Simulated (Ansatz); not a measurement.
# ClF3GeHO: the cost of one run

Program: Ansatz 0.2.0. Level of theory: UKS B3LYP/def2-SVP. These are calculated values, not measurements.

**1. The system as given**

Bond lengths: Ge1–Cl2 2.470 Å, Ge1–F3 1.680 Å, Ge1–F4 1.679 Å, Ge1–F5 1.679 Å, Cl2–O6 1.890 Å, O6–H7 1.010 Å. Angles: Ge1–Cl2–O6 180.0°, Cl2–Ge1–F3 109.4°, Cl2–Ge1–F4 109.5°, Cl2–Ge1–F5 109.5°, F3–Ge1–F4 109.5°, F3–Ge1–F5 109.5°, F4–Ge1–F5 109.5°, Cl2–O6–H7 109.5°.

As a file:

```xyz
7

Ge    0.0000    0.0000    0.0000
Cl    0.0000    0.0000    2.4700
F     1.5842    0.0000   -0.5594
F    -0.7913    1.3709   -0.5594
F    -0.7913   -1.3709   -0.5594
O     0.0000    0.0000    4.3600
H    -0.5144   -0.8011    4.6971
```

**2. Pulling towards end A**

Springs on the bonds that form and break draw the guess towards this end; the thresholds are loose.

File input.yaml:

```yaml
crystal:
  periodic: [false, false, false]
  atoms:
    - { symbol: Ge, position_ang: [0.0, 0.0, 0.0] }
    - { symbol: Cl, position_ang: [0.0, 0.0, 2.47] }
    - { symbol: F, position_ang: [1.5842, 0.0, -0.5594] }
    - { symbol: F, position_ang: [-0.7913, 1.3709, -0.5594] }
    - { symbol: F, position_ang: [-0.7913, -1.3709, -0.5594] }
    - { symbol: O, position_ang: [0.0, 0.0, 4.36] }
    - { symbol: H, position_ang: [-0.5144, -0.8011, 4.6971] }
magnetization:
  spin_polarized: true
  initial_magnetization: 1
basis:
  gaussian: { orbitals: def2-SVP }
hamiltonian:
  xc: b3lyp
relax:
  f_tol: 0.15
  max_steps: 25
  restrain:
    - { distance: [1, 5], at: 2.79, k: 30.0 }
    - { distance: [0, 1], at: 2.22, k: 30.0 }
```

Launch:

```bash
> ansatz run input.yaml --threads 4 --pin off --max-ram 5120MiB --backend cpu --events-out ev --progress --plain --runs-dir out
```

Q: Estimate wall time and peak memory on 4 threads of Intel Xeon Platinum 8259CL at 2.50GHz (Skylake/Cascade Lake), shared host.

About 83 s, with a peak of 0.49 GiB.
